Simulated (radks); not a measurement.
# Taking charge from the 5s level of Hf³⁺ in fractions

One table from this session's results is given with a row withheld; the runs are named, their logs left out.

Method: Dirac Kohn-Sham, LDA (Slater exchange, Perdew-Wang correlation), spin-unpolarised, spherical densities, finite nucleus; open shells are shared between the two j in proportion to 2j + 1. Code: radks (a radial shooting solver on a logarithmic mesh, Libxc functionals) version 1.

## What is computed

```
element            : hafnium (Z = 72)
charge             : +3
electrons          : 69
configuration      : [Xe] 4f14 5d1
nuclear rms radius : 5.347 fm
```

The outer shells:

Hf³⁺
```
[Xe] core
4f [↑↓][↑↓][↑↓][↑↓][↑↓][↑↓][↑↓]
5d [↑ ][  ][  ][  ][  ]
```

The first run:

Settings of this run:

```text
Z 72
configuration [Xe] 4f14 5d1
relativity Dirac
functional lda,pw
spin unpolarised
j_filling average
nucleus finite rms 5.347 fm
c 137.035999084
```

Among the steps run: Start: [Xe] 4f14 5d1.

One table of the session follows, with a row left open; its other results are not shown here.

It belongs to the step «Start: [Xe] 4f14 5d1». Radial moments (bohr):

```
level     <r>  outermost maximum (interpolated)  90 % within  nodes
4d5/2  0.5404                             0.475        0.812      1
5s1/2   1.131                              1.01         1.63      4
5p1/2   1.253                              1.10         1.83      3
5p3/2   1.355                              1.18         1.98      3
4f5/2  0.6670                             0.451         1.13      0
4f7/2  0.6791                             0.456         1.15      0
5d3/2       ?                                 ?            ?      ?
5d5/2   1.950                              1.60         2.96      2
```

**Question.** Estimate the row for 5d3/2.

As computed: <r>: 1.904; outermost maximum (interpolated): 1.56; 90 % within: 2.89; nodes: 2. In the column «<r>» it lies between 5p3/2 (1.355) and 5d5/2 (1.950).
